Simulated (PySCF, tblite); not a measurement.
**C₄H₉BF₃N: geometry, infrared bands and NMR shifts**

Aim: predict the infrared bands and NMR shifts of C₄H₉BF₃N (`C=C([BH2-][NH2+]C)C(F)(F)F`).

Programs: tblite 0.8.0 and PySCF 2.14.0, with density-fitted response routines of our own. Each step states its level of theory. These are calculated values for one molecule in the gas phase, unless marked as measured. Atoms count from 0, in the outputs and in this text.

## 1. Starting geometry

18 atoms, charge 0, multiplicity 1; geometry from: force field or distance geometry start.

Bonds of the start (Å): C0–C1 1.35, C1–B2 1.60, B2–N3 1.53, N3–C4 1.45, C1–C5 1.51, C5–F6 1.38, C5–F7 1.37, C5–F8 1.38, C0–H9 1.08, C0–H10 1.10, B2–H11 1.19, B2–H12 1.20, N3–H13 1.06, N3–H14 1.06, C4–H15 1.11, C4–H16 1.11, C4–H17 1.11.

## 2. Optimising the geometry with GFN2-xTB

Job settings and geometry (Å):

```
{"job": {"kind": "relax", "xc": "GFN2-xTB", "basis": "xTB"}, "charge": 0, "multiplicity": 1}
C     -1.522500    -1.599600     0.340600
C     -1.239300    -0.311500     0.060400
B      0.139100     0.014200    -0.688400
N      1.336200    -0.191800     0.242100
C      2.596000     0.140600    -0.405400
C     -2.209600     0.770100     0.477700
F     -2.422100     0.707800     1.841200
F     -3.401400     0.591700    -0.172900
F     -1.719500     2.029600     0.178100
H     -0.867200    -2.406000     0.060300
H     -2.455900    -1.859100     0.851600
H      0.222100    -0.695800    -1.645200
H      0.123300     1.144200    -1.077300
H      1.379400    -1.202500     0.544700
H      1.224100     0.412500     1.100600
H      3.441500    -0.028300     0.298200
H      2.758500    -0.492300    -1.307300
H      2.608800     1.209100    -0.710500
```

Started as:

```
$ OMP_NUM_THREADS=1 python probes_run.py task.json out
```

One launch serves the whole session: the jobs run in the order shown.

**Question.** This job is followed by: GFN2-xTB harmonic vibrations, gas phase; GIAO PBE0/pcSseg-1 NMR shielding, non-relativistic, gas phase. What will the session give for the following? strongest single infrared mode (GFN2-xTB); zero-point energy (GFN2-xTB); ¹³C shifts against TMS (PBE0/pcSseg-1); ¹H shifts against TMS (PBE0/pcSseg-1, means over atoms taken as alike); ¹¹B shifts against BF3·OEt2 (PBE0/pcSseg-1); ¹⁵N shifts against NH3 (PBE0/pcSseg-1); ¹⁹F shifts against CFCl3 (PBE0/pcSseg-1, means over atoms taken as alike).

As calculated:

| quantity | value |
| --- | --- |
| strongest single infrared mode (GFN2-xTB) | 1124 cm⁻¹, 235 km/mol |
| zero-point energy (GFN2-xTB) | 84.1 kcal/mol |
| ¹³C shifts against TMS (PBE0/pcSseg-1) | 154.5, 138.1, 130.2, 33.8 ppm |
| ¹H shifts against TMS (PBE0/pcSseg-1, means over atoms taken as alike) | 6.26, 5.72, 3.39, 2.74, 2.56 ppm |
| ¹¹B shifts against BF3·OEt2 (PBE0/pcSseg-1) | -17.8 ppm |
| ¹⁵N shifts against NH3 (PBE0/pcSseg-1) | 49.3 ppm |
| ¹⁹F shifts against CFCl3 (PBE0/pcSseg-1, means over atoms taken as alike) | -77.3 ppm |

**Reading.** Relaxing lowered the energy by 0.623 eV in 182 steps; the close pair that moved most is B2–N3, from 1.530 to 1.631 Å. No mode is imaginary among the 48: a minimum at this level. The strongest single mode, at 1124 cm⁻¹, is spread over several atoms, H11, H12, B2, N3 among them. Unscaled tight-binding wavenumbers are off by several per cent, some by more. Its intensities can rank the bands wrongly. C1 (fully substituted alkene carbon) lies farthest downfield among carbon, at 154.5 ppm; an sp2 carbon of a C=C bond. At PBE0/pcSseg-1: The largest span, 240 ppm, is at C1, where the paramagnetic term is -232 ppm.
